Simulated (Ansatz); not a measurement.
# LiBe: the cost of one run

Program: Ansatz 0.2.0. Level of theory: DFT r2SCAN, scalar-relativistic, plane waves, PAW. These are calculated values, not measurements.

### Step 1. The structure to begin with

Symmetry: Pm-3m, No. 221, cubic system. The conventional cell has a = 2.811 Å, b = 2.811 Å, c = 2.811 Å, α = 90.00°, β = 90.00°, γ = 90.00°. Li (site symmetry m-3m) is surrounded by 8 Be at 2.43 Å. Around Be (site symmetry m-3m) lie 8 Li at 2.43 Å.

Structure file:

```
Li Be
1.0
     2.81115    0.00000    0.00000
     0.00000    2.81115    0.00000
     0.00000    0.00000    2.81115
Li Be
1 1
Direct
  0.00000 0.00000 0.00000
  0.50000 0.50000 0.50000
```

It goes back to an entry of the Materials Project, which need not be the stable form.

The cell is taken as given, not relaxed at this level.

### Step 2. The reference: the undisturbed cell on the scan's mesh

The input, input.yaml:

```yaml
crystal:
  lattice:
    - [2.811153, 0.0, 0.0]
    - [0.0, 2.811153, 0.0]
    - [0.0, 0.0, 2.811153]
  atoms:
    - { symbol: Li, position: [0.0, 0.0, 0.0] }
    - { symbol: Be, position: [0.5, 0.5, 0.5] }
basis:
  ecutwfc: 500
kpoints:
  mp_grid: { grid: [16, 16, 16] }
hamiltonian:
  xc: r2scan
scf:
  occupations: { method: gaussian, width: 0.15 }
output:
  forces: true
  stress: true
  eigenvalues: true
```

What time and memory should one allow on 1 thread of an Arm CPU, shared host?

About 3.4 s, with a peak of 0.37 GiB.
